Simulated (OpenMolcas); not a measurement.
# AlCl2F (SMILES [F][Al]([Cl])[Cl]) at 6 levels

Aim: a comparison of 6 runs (HF/STO-3G, B3LYP/6-31G*, B2PLYP/def2-SVPD, M06-L/def2-SVPD, PBE0/def2-SVPD, TPSS/def2-SVPD) of AlCl2F. 

The calculation is run with OpenMolcas 26.06.

1 further run of the same task is left out (set aside as unsound or not needed).

### 1 The structure to begin with

AlCl2F: 4 atoms, total charge 0, spin state singlet. As SMILES, `[F][Al]([Cl])[Cl]`. Geometry: relaxed at PBE0-D4/def2-TZVP.

Bond lengths: F1–Al2 1.633 Å, Al2–Cl3 2.065 Å, Al2–Cl4 2.065 Å. Angles: F1–Al2–Cl3 119.2°, F1–Al2–Cl4 119.2°, Cl3–Al2–Cl4 121.5°.

### 2 Energy and forces at HF/STO-3G (run 1)

File mol.input:

```
&GATEWAY
  BasLib=$CurrDir
  Coord
  4
  bohr
  F      0.16519986     0.73362948     3.17918075
  Al     0.00907069     0.04068580     0.17687837
  Cl     2.31121064    -2.76597323    -1.25373880
  Cl    -2.48550008     1.99163905    -2.10233921
  Basis=STO-3G
  Group=NoSym

&SEWARD

&SCF
  Thresholds=1e-10 1e-07 1e-07 1e-05
  PrOrbitals=1

&ALASKA
```

The basis set STO-3G is read from a file made from the Basis Set Exchange's data (not shown).

Launch:

```bash
export MOLCAS_MEM=1860
pymolcas mol.input > mol.log
```

The log of the run:

```text
--- Start Module: gateway ---
[...]
--- Stop Module: gateway /rc=_RC_ALL_IS_WELL_ ---
[...]
      Basis functions           32
[...]
--- Start Module: scf ---
[...]
       Convergence after  10 Iterations
[...]
::    Total SCF energy                              -1246.4414007754
[...]
      Total spin, S                                     0.0000000000
[...]
      Total electronic charge=   56.000000
      Total            charge=   -0.000000
[...]
      Dipole Moment (debye):
      Origin of the operator (angstrom)=   -0.0124   -0.0550   -0.2382
                   X=  8.6074E-02               Y=  3.8424E-01               Z=  1.6681E+00           Total=  1.7139E+00
      Quadrupole Moment (debye*angstrom):
[...]
--- Stop Module: scf /rc=_RC_ALL_IS_WELL_ ---
--- Start Module: alaska ---
[...]
 *              Molecular gradients               *
 **************************************************
  Irreducible representation: a
 ------------------------------------------------------------------------------------------
                              X                       Y                       Z
 ------------------------------------------------------------------------------------------
  F1                1.62132465932707E-03    7.18777403167525E-03    3.11295100142601E-02
  AL2              -1.41999016097115E-03   -6.28617158734079E-03   -2.71943154554977E-02
  CL3               3.95207975134149E-03   -4.47037631643354E-03   -1.25013041695432E-03
  CL4              -4.15341424968574E-03    3.56877387205756E-03   -2.68506414184166E-03
 ------------------------------------------------------------------------------------------
--- Stop Module: alaska /rc=_RC_ALL_IS_WELL_ ---
[...]
```

Run time: 2.1 s. Hardware: 1 thread of Arm Neoverse V1, shared host; peak memory 0.37 GiB.

### 3 Energy and forces at B3LYP/6-31G(d) (spherical functions) (run 2)

File mol.input:

```
* AlCl2F Kohn-Sham DFT
>>> EXPORT MOLCAS_PRINT=2

&gateway
  baslib=$CurrDir
  coord
  4
  angstrom
  F        0.087420       0.388220       1.682350
  Al       0.004800       0.021530       0.093600
  Cl       1.223040      -1.463690      -0.663450
  Cl      -1.315270       1.053930      -1.112510
  basis=6-31Gs
  group=NoSym

&seward
  gridinput
  Grid=UltraFine
  End of Grid

&scf
  ksdft=B3LYP
  thresholds=1e-10 1e-07 1e-07 1e-05
  prorbitals=1 1

&alaska
```

The basis set 6-31G* is read from a file made from the Basis Set Exchange's data (not shown).

Launch:

```bash
export MOLCAS_MEM=1860
pymolcas mol.input > mol.log
```

The log of the run:

```text
--- Start Module: gateway ---
[...]
--- Stop Module: gateway /rc=_RC_ALL_IS_WELL_ ---
[...]
      Basis functions           68
[...]
--- Start Module: scf ---
[...]
       Convergence after  13 Iterations
[...]
::    Total KS-DFT energy                           -1262.8708811154
[...]
      Total spin, S                                     0.0000000000
[...]
      Total electronic charge=   56.000000
      Total            charge=   -0.000000
[...]
      Dipole Moment (debye):
      Origin of the operator (angstrom)=   -0.0124   -0.0550   -0.2382
                   X= -6.6722E-03               Y= -2.8283E-02               Z= -1.2047E-01           Total=  1.2392E-01
      Quadrupole Moment (debye*angstrom):
[...]
--- Stop Module: scf /rc=_RC_ALL_IS_WELL_ ---
[...]
--- Start Module: alaska ---
[...]
 *              Molecular gradients               *
 **************************************************
  Irreducible representation: a
 ------------------------------------------------------------------------------------------
                              X                       Y                       Z
 ------------------------------------------------------------------------------------------
  F1               -4.00996207043036E-04   -1.78727756607788E-03   -7.75557830970897E-03
  AL2               8.91902538888156E-06    5.09395444853178E-05    2.51269505575635E-04
  CL3              -4.30245477364366E-03    5.33009697656794E-03    2.95667168567171E-03
  CL4               4.69453195526270E-03   -3.59375895486735E-03    4.54763711843675E-03
 ------------------------------------------------------------------------------------------
--- Stop Module: alaska /rc=_RC_ALL_IS_WELL_ ---
[...]
```

Run time: 14 s. Hardware: 1 thread of Arm Neoverse V1, shared host; peak memory 0.41 GiB.

Runs 3 to 5 aren't shown in full; the table further down has their settings and results.

### 4 Energy and forces at TPSS/def2-SVPD (run 6)

File coord.xyz:

```xyz
4

F      0.087420     0.388220     1.682350
Al     0.004800     0.021530     0.093600
Cl     1.223040    -1.463690    -0.663450
Cl    -1.315270     1.053930    -1.112510
```

File calc.input:

```
* AlCl2F Kohn-Sham DFT
>>> EXPORT MOLCAS_PRINT=2
&GATEWAY
BasLib=$CurrDir
Coord=coord.xyz
Basis=def2-SVPD
Group=NoSym
&SEWARD
GridInput
Grid=UltraFine
End of Grid
&SCF
KSDFT=2
1.0 MGGA_X_TPSS
1.0 MGGA_C_TPSS
Thresholds=1e-10 1e-07 1e-07 1e-05
PrOrbitals=1 2
&ALASKA
```

The basis set def2-SVPD is read from a file made from the Basis Set Exchange's data (not shown).

Launch:

```bash
export MOLCAS_MEM=1860
pymolcas calc.input > calc.log
```

The log of the run:

```text
--- Start Module: gateway ---
[...]
--- Stop Module: gateway /rc=_RC_ALL_IS_WELL_ ---
[...]
      Basis functions          101
[...]
--- Start Module: scf ---
[...]
       Convergence after  12 Iterations
[...]
::    Total KS-DFT energy                           -1262.5284484115
[...]
      Total spin, S                                     0.0000000000
[...]
      Total electronic charge=   56.000000
      Total            charge=   -0.000000
[...]
      Dipole Moment (debye):
      Origin of the operator (angstrom)=   -0.0124   -0.0550   -0.2382
                   X= -2.0942E-02               Y= -9.1747E-02               Z= -3.9563E-01           Total=  4.0666E-01
      Quadrupole Moment (debye*angstrom):
[...]
--- Stop Module: scf /rc=_RC_ALL_IS_WELL_ ---
[...]
--- Start Module: alaska ---
[...]
 *              Molecular gradients               *
 **************************************************
  Irreducible representation: a
 ------------------------------------------------------------------------------------------
                              X                       Y                       Z
 ------------------------------------------------------------------------------------------
  F1               -1.27859690198151E-03   -5.68237893563506E-03   -2.46316144084489E-02
  AL2               7.16998262434154E-04    3.19186492754397E-03    1.38577194849479E-02
  CL3              -6.52741245378863E-03    7.99808570614502E-03    4.18287731706890E-03
  CL4               7.08901109332061E-03   -5.50757169812499E-03    6.59101760633263E-03
 ------------------------------------------------------------------------------------------
--- Stop Module: alaska /rc=_RC_ALL_IS_WELL_ ---
[...]
```

Wall time 32 s (1 thread of Arm Neoverse V1, shared host); peak memory 0.57 GiB.

### 5 All runs side by side

| run | level | integration grid | task | energy (Eh) | dipole moment (D) | HOMO energy (eV) | LUMO energy (eV) | wall time |
| --- | --- | --- | --- | --- | --- | --- | --- | --- |
| 1 | HF/STO-3G | – | gradient | -1246.441401 | 1.71 | -10.71 | 7.12 | 2.1 s |
| 2 | B3LYP/6-31G* (spherical functions) | UltraFine | gradient | -1262.870881 | 0.12 | -9.25 | -1.61 | 14 s |
| 3 | B2PLYP/def2-SVPD | UltraFine | energy | -1261.999423 | 0.50 | -10.96 | -0.64 | 26 s |
| 4 | M06-L/def2-SVPD | UltraFine | gradient | -1262.456972 | 0.40 | -8.58 | -1.65 | 35 s |
| 5 | PBE0/def2-SVPD | UltraFine | gradient | -1261.955502 | 0.49 | -9.76 | -1.57 | 26 s |
| 6 | TPSS/def2-SVPD | UltraFine | gradient | -1262.528448 | 0.41 | -8.46 | -2.17 | 32 s |

### 6 What came out

```
                       quantity           value
            run 6: total energy  -1262.52845 Eh
           run 6: dipole moment          0.41 D
             run 6: HOMO energy        -8.46 eV
             run 6: LUMO energy        -2.17 eV
           run 6: HOMO–LUMO gap         6.28 eV
run 6: largest force on an atom      1.302 eV/Å
```

In words: The dipole moment (its size) runs from 0.12 D (B3LYP/6-31G*) to 1.71 D (HF/STO-3G). The two ends differ in method and basis. The two dipoles point in opposite directions. The HOMO–LUMO gap runs from 6.28 eV (TPSS/def2-SVPD) to 17.83 eV (HF/STO-3G). For B2PLYP the log adds the whole second-order term; the table takes 0.27 of it, as the functional is defined. Totals of different functionals can't be ranked against each other. In run 1 the basis is minimal, so the values are rough. All runs together took 2.2 min, the longest 35 s.
